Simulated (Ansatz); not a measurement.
# Sn2GeO3: the cost of one run

Method: DFT PBE, scalar-relativistic, plane waves, PAW, in Ansatz 0.2.0.

### Step 1. The structure to begin with

The structure is tetragonal, space group P4mm (No. 99). Conventional cell: a = 3.790 Å, b = 3.790 Å, c = 14.732 Å, α = 90.00°, β = 90.00°, γ = 90.00°. Around Sn (site symmetry 4mm) lie 4 O at 2.24 Å. Sn (site symmetry 4mm) has 4 O at 2.23 Å in its first shell of neighbours. Ge (site symmetry 4mm) is surrounded by 4 O at 2.13 Å. O (site symmetry 2mm) has 2 Ge at 2.13 Å and 2 Sn at 2.24 Å in its first shell of neighbours. Only part of the 9 independent sites is listed.

Structure file:

```cif
data_structure
_symmetry_space_group_name_H-M 'P 1'
_symmetry_Int_Tables_number 1
_cell_length_a 3.7902
_cell_length_b 3.7902
_cell_length_c 14.7316
_cell_angle_alpha 90.000
_cell_angle_beta 90.000
_cell_angle_gamma 90.000
_cell_volume 211.62
loop_
_atom_site_label
_atom_site_type_symbol
_atom_site_fract_x
_atom_site_fract_y
_atom_site_fract_z
_atom_site_occupancy
Sn1 Sn 0.00000 0.00000 0.07897 1
Sn2 Sn 0.00000 0.00000 0.40419 1
Sn3 Sn 0.00000 0.00000 0.75213 1
Sn4 Sn 0.50000 0.50000 0.59098 1
Ge1 Ge 0.50000 0.50000 0.25710 1
Ge2 Ge 0.50000 0.50000 0.93153 1
O1 O 0.00000 0.50000 0.99798 1
O2 O 0.00000 0.50000 0.32346 1
O3 O 0.00000 0.50000 0.67111 1
O4 O 0.50000 0.00000 0.99798 1
O5 O 0.50000 0.00000 0.32346 1
O6 O 0.50000 0.00000 0.67111 1
```

The start is the relaxed end of an invented cell (made as: elements ordered on the sites of the SnO type, Ge/Sn on Sn (P4mm, No. 99)), taken up again for a closer look.

### Step 2. Probe: one point on a coarse mesh

input.yaml reads:

```yaml
crystal:
  lattice:
    - [3.7901648, 0.0, 0.0]
    - [0.0, 3.7901648, 0.0]
    - [0.0, 0.0, 14.7316261]
  atoms:
    - { symbol: Sn, position: [0.0, 0.0, 0.078974] }
    - { symbol: Sn, position: [0.0, 0.0, 0.404191] }
    - { symbol: Sn, position: [0.0, 0.0, 0.752135] }
    - { symbol: Sn, position: [0.5, 0.5, 0.590976] }
    - { symbol: Ge, position: [0.5, 0.5, 0.2571] }
    - { symbol: Ge, position: [0.5, 0.5, 0.931528] }
    - { symbol: O, position: [0.0, 0.5, 0.99798] }
    - { symbol: O, position: [0.0, 0.5, 0.323458] }
    - { symbol: O, position: [0.0, 0.5, 0.67111] }
    - { symbol: O, position: [0.5, 0.0, 0.99798] }
    - { symbol: O, position: [0.5, 0.0, 0.323458] }
    - { symbol: O, position: [0.5, 0.0, 0.67111] }
basis:
  ecutwfc: 420
kpoints:
  mp_grid: { grid: [4, 4, 2] }
hamiltonian:
  xc: pbe
scf:
  occupations: { method: gaussian, width: 0.1 }
  lower_state_search: "off"
output:
  forces: true
  stress: true
  eigenvalues: true
```

Command:

```console
ansatz run input.yaml --threads 4 --pin off --max-ram 8192MiB --backend cpu --events-out ev --progress --plain --runs-dir out
```

Q: Estimate wall time and peak memory on 4 threads of AMD EPYC 9R45 (Zen 5), shared host.

About 2.5 s, with a peak of 0.72 GiB.
